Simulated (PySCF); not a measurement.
# C5H3BrO2: spin-spin couplings

Aim: predict the spin-spin couplings of C5H3BrO2 (`O=c1ccocc1Br`).

Computed with PySCF 2.14.0, with density-fitted response routines of our own, on a single molecule in the gas phase. Atoms count from 0, in the outputs and in this text.

## (1) The starting structure

11 atoms, charge 0, multiplicity 1; geometry from: GFN2-xTB.

Bonds of the start (Å): O0–C1 1.21, C1–C2 1.46, C2–C3 1.34, C3–O4 1.34, O4–C5 1.34, C5–C6 1.35, C6–Br7 1.88, C6–C1 1.47, C2–H8 1.08, C3–H9 1.08, C5–H10 1.08.

## (2) J couplings: B3LYP/pcSseg-1+pcJ-1

Job settings and geometry (Å):

```
{"job": {"kind": "j", "xc": "B3LYP", "basis": "pcJ-1"}, "charge": 0, "multiplicity": 1}
O      0.619845     2.364942     0.029561
C      0.271299     1.205320     0.013012
C     -1.115506     0.742028    -0.014360
C     -1.419994    -0.564907    -0.031620
O     -0.512702    -1.551027    -0.027095
C      0.782393    -1.207968    -0.001212
C      1.206732     0.069321     0.018905
Br     3.048910     0.464762     0.056304
H     -1.890209     1.490584    -0.019500
H     -2.430527    -0.948270    -0.051657
H      1.445184    -2.062116     0.001697
```

Level: B3LYP/pcJ-1 Br:pcSseg-1 indirect spin-spin coupling, non-relativistic, gas phase.

What will the session give for the following? largest coupling of the table (B3LYP/pcSseg-1+pcJ-1). Wanted: largest coupling of the table.

As calculated:

```
                                            quantity                     value
largest coupling of the table (B3LYP/pcSseg-1+pcJ-1)  ¹J(C,H) C5–H10, 208.6 Hz
```

In words: In the run at B3LYP/pcSseg-1+pcJ-1, the largest coupling of the table is C5–H10, 208.6 Hz, of which the Fermi-contact term gives 207.8 Hz. Spin-orbit coupling is left out, which matters for shieldings and couplings at and beside the heavy atoms.
